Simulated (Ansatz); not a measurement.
Geometry optimisation, DFT PBEsol, scalar-relativistic, plane waves, PAW (Ansatz 0.2.0).

Input file:

```yaml
crystal:
  lattice:
    - [5.373645, 0.0, 0.0]
    - [-2.686822, 4.653713, 0.0]
    - [0.0, 0.0, 6.296355]
  atoms:
    - { symbol: "Y", position: [0.0, 0.0, 0.24999998] }
    - { symbol: B, position: [0.66666658, 0.33333331, 0.24999998] }
    - { symbol: B, position: [0.33333324, 0.66666662, 0.24999998] }
    - { symbol: Rh, position: [-4.0e-08, 0.49999997, 0.0] }
    - { symbol: Rh, position: [0.49999991, 0.49999997, 0.0] }
    - { symbol: Rh, position: [0.49999996, 0.0, 0.0] }
    - { symbol: "Y", position: [0.0, 0.0, 0.74999994] }
    - { symbol: B, position: [0.66666658, 0.33333331, 0.74999994] }
    - { symbol: B, position: [0.33333324, 0.66666662, 0.74999994] }
    - { symbol: Rh, position: [-4.0e-08, 0.49999997, 0.49999996] }
    - { symbol: Rh, position: [0.49999991, 0.49999997, 0.49999996] }
    - { symbol: Rh, position: [0.49999996, 0.0, 0.49999996] }
    - { symbol: H, position: [0.8343984, 1.16269219, 0.11988029] }
basis:
  ecutwfc: 420.0
kpoints:
  mp_grid: { grid: [4, 4, 3] }
hamiltonian:
  xc: pbesol
scf:
  occupations: { method: gaussian, width: 0.1 }
  lower_state_search: "off"
relax:
  f_tol: 0.03
  max_steps: 60
  adjacent_minimum: "off"
```

Command:

```bash
$ ansatz run input.yaml --threads 4 --pin off --max-ram 10240MiB --backend cpu --events-out ev --progress --plain --runs-dir out
```

Question: Where does it end, and by what steps?

Answer: It converged. Limits of this set-up: coarse k mesh, odd electron count without spin. After 6 steps the energy has fallen by 0.941 eV; H13 moved furthest, 0.72 Å.

```csv
step,energy less start (eV),largest force component (eV/Å),accepted
0,0.0000,2.902,yes
1,-0.5941,0.727,yes
2,-0.6584,0.571,yes
3,-0.7846,0.316,yes
4,-0.8772,0.272,yes
5,-0.9395,0.059,yes
6,-0.9409,0.011,yes
```

```xyz
13
Lattice="5.3736 0.0000 0.0000 -2.6868 4.6537 0.0000 0.0000 0.0000 6.2964" Properties=species:S:1:pos:R:3
Y 0.064 -0.038 1.680
B 2.610 1.595 1.648
B -0.021 3.114 1.649
Rh -1.367 2.360 0.058
Rh 1.310 2.345 0.058
Rh 2.645 0.003 0.058
Y 0.064 -0.037 4.732
B 2.610 1.595 4.764
B -0.021 3.114 4.763
Rh -1.348 2.319 3.206
Rh 1.333 2.332 3.206
Rh 2.691 0.007 3.206
H 1.538 5.316 0.059
```

Run time: 47 s on 4 threads of Arm Neoverse V1, on a shared host, peak memory 0.7 GiB.
